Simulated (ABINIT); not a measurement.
**ZrB: equation of state with PBE**

The system is ZrB.

```
Zr B
1.0
     0.00000    2.32500    2.32500
     2.32500    0.00000    2.32500
     2.32500    2.32500    0.00000
Zr B
1 1
Direct
  0.00000 0.00000 0.00000
  0.50000 0.50000 0.50000
```

```yaml
Program: ABINIT 10.8.3 (patched build)
Task: equation of state
Functional: PBE
Potentials_or_basis: SPMS NC PBE v1.0
Cutoff: 816 eV
k_mesh: 10 × 10 × 10
Occupations: fermi-dirac, width 0.05 eV
Spin: no spin polarisation
```

```json
{"Equilibrium volume": "outside the volumes run"}
```

Energy against volume, from the lowest point:
| volume (Å³/atom) | energy (meV/atom) |
| --- | --- |
| 11.814 | 334.15 |
| 12.065 | 254.79 |
| 12.317 | 185.98 |
| 12.568 | 126.87 |
| 12.819 | 76.64 |
| 13.071 | 34.58 |
| 13.322 | 0.00 |

It took 94 s on 1 thread of Arm Neoverse V2 (shared host), peak memory 0.1 GiB.
